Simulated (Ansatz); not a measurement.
Set up this calculation in Ansatz 0.2.0, as the native input.

```
Task                : single point
Functional          : PBEsol
Potentials or basis : Ansatz PAW
Cutoff              : 420 eV (not typed: the program's choice for these potentials)
k mesh              : 8 × 8 × 8
Occupations         : fermi-dirac, width 0.05 eV
Spin                : collinear spin, ferromagnetic start
Starting moments    : [0.5, 0.5, 0.5, 0.0, 0.0] μB
Fixed moment        : 1.5 μB
```

The system is YbGe2Ru2.

```
Yb Ru Ge
1.0
    -2.10150    2.10150    4.88150
     2.10150   -2.10150    4.88150
     2.10150    2.10150   -4.88150
Yb Ru Ge
1 2 2
Direct
  0.00000 0.00000 0.00000
  0.25000 0.75000 0.50000
  0.75000 0.25000 0.50000
  0.62500 0.62500 0.00000
  0.37500 0.37500 0.00000
```

These files were run (other wordings do the same):

input.yaml

```yaml
crystal:
  lattice:
    - [-2.1015, 2.1015, 4.8815]
    - [2.1015, -2.1015, 4.8815]
    - [2.1015, 2.1015, -4.8815]
  atoms:
    - { symbol: Yb, position: [0.0, 0.0, 0.0], spin: 0.5 }
    - { symbol: Ru, position: [0.25, 0.75, 0.5], spin: 0.5 }
    - { symbol: Ru, position: [0.75, 0.25, 0.5], spin: 0.5 }
    - { symbol: Ge, position: [0.625, 0.625, 0.0] }
    - { symbol: Ge, position: [0.375, 0.375, 0.0] }
hamiltonian:
  xc: pbesol
  pseudopotentials: { kind: paw }
magnetization:
  spin_polarized: true
  initial_magnetization: 1.5
  spin_locking: { lock_magnetization: hard }
kpoints:
  mp_grid: { grid: [8, 8, 8] }
scf:
  occupations: { method: fermi_dirac, width: 0.05 }
  lower_state_search: "off"
output:
  forces: true
  stress: true
  eigenvalues: true
```

Potentials or basis: Ansatz PAW.

Launch:

```sh
$ ansatz run input.yaml --threads 2 --pin off --max-ram 5632MiB --backend cpu --events-out ev --progress --plain --runs-dir out
```

Results of the run:

* Pressure: 0.0 GPa
* Largest force: 0.562 eV/Å
* Net moment: 1.50 μB per cell
* Absolute moment: 1.50 μB per cell
* Site moments: Yb +0.43; Ru +0.36; Ge +0.02 μB

Caveat: spin-orbit coupling is left out, which moves the levels of the heavy elements; the cell's inner coordinates are idealised or old, which leaves forces on the atoms; the total moment is fixed, so each spin has its own Fermi level; without U or exact exchange the open f shell lies at the Fermi level, which spoils levels, moments and volumes; the PAW data sets come from PBE, with cores solved anew for the run's functional, which leaves a small shift of forces and pressure; the thresholds are loose for stress.

Wall time 37 s on 2 threads of Arm Neoverse V1 (shared host), peak memory 0.68 GiB.
